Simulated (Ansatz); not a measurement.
Wanted: the native input for an Ansatz 0.2.0 run.

- Task: single point
- Functional: revPBE
- Potentials or basis: Ansatz PAW
- Cutoff: 420 eV (not typed: the program's choice for these potentials)
- k mesh: 7 × 7 × 3
- Occupations: fermi-dirac, width 0.05 eV
- Spin: no spin polarisation

LiBi2I2O2:

```xyz
7
Lattice="3.9294 0.0000 0.0000 0.0000 3.9294 0.0000 0.0000 0.0000 9.2831" Properties=species:S:1:pos:R:3 pbc="T T T"
Bi    0.0000    1.9647    1.0042
Bi    1.9647    0.0000    8.2789
I     1.9647    0.0000    2.9938
I     0.0000    1.9647    6.2893
O     0.0000    0.0000    0.0000
O     1.9647    1.9647    0.0000
Li    0.0000    0.0000    4.6416
```

The cell comes from a database or a generator and needn't be the stable form of this composition.

The cell isn't the ideal one: volume scaled by 0.8.

One way to write it, as run:

input.yaml

```yaml
crystal:
  lattice:
    - [3.92940479, 0.0, 0.0]
    - [0.0, 3.92940479, 0.0]
    - [0.0, 0.0, 9.28312104]
  atoms:
    - { symbol: Bi, position: [0.0, 0.5, 0.108177] }
    - { symbol: Bi, position: [0.5, 0.0, 0.891823] }
    - { symbol: I, position: [0.5, 0.0, 0.322499] }
    - { symbol: I, position: [0.0, 0.5, 0.677501] }
    - { symbol: O, position: [0.0, 0.0, 0.0] }
    - { symbol: O, position: [0.5, 0.5, 0.0] }
    - { symbol: Li, position: [0.0, 0.0, 0.5] }
hamiltonian:
  xc: revpbe
  pseudopotentials: { kind: paw }
kpoints:
  mp_grid: { grid: [7, 7, 3] }
scf:
  occupations: { method: fermi_dirac, width: 0.05 }
output:
  forces: true
  stress: true
  eigenvalues: true
  write_density: true
  write_potential: true
  elf: true
  volumetric_format: npy
```

Potentials or basis: Ansatz PAW.

Command:

```sh
$ ansatz run input.yaml --threads 4 --pin off --max-ram 11264MiB --backend cpu --events-out ev --progress --plain --runs-dir out
```

Results of the run:

* Pressure: 21.1 GPa
* Largest force: 3.506 eV/Å
* Band gap on the k mesh: none (metal or under the smearing width)

Caveat: so large a pressure means that the cell lies far from this level's equilibrium, or that cutoff or potentials fall short; spin-orbit coupling is left out, which moves the levels of the heavy elements; an odd number of electrons without spin polarisation forces a metal; a magnetic or distorted state may lie lower; the PAW data sets come from PBE, with cores solved anew for the run's functional, which leaves a small shift of forces and pressure.

Wall time 8.8 s on 4 threads of Intel(R) Xeon(R) Processor @ 2.50GHz (Skylake/Cascade Lake), with other jobs on the host, peak memory 0.54 GiB.
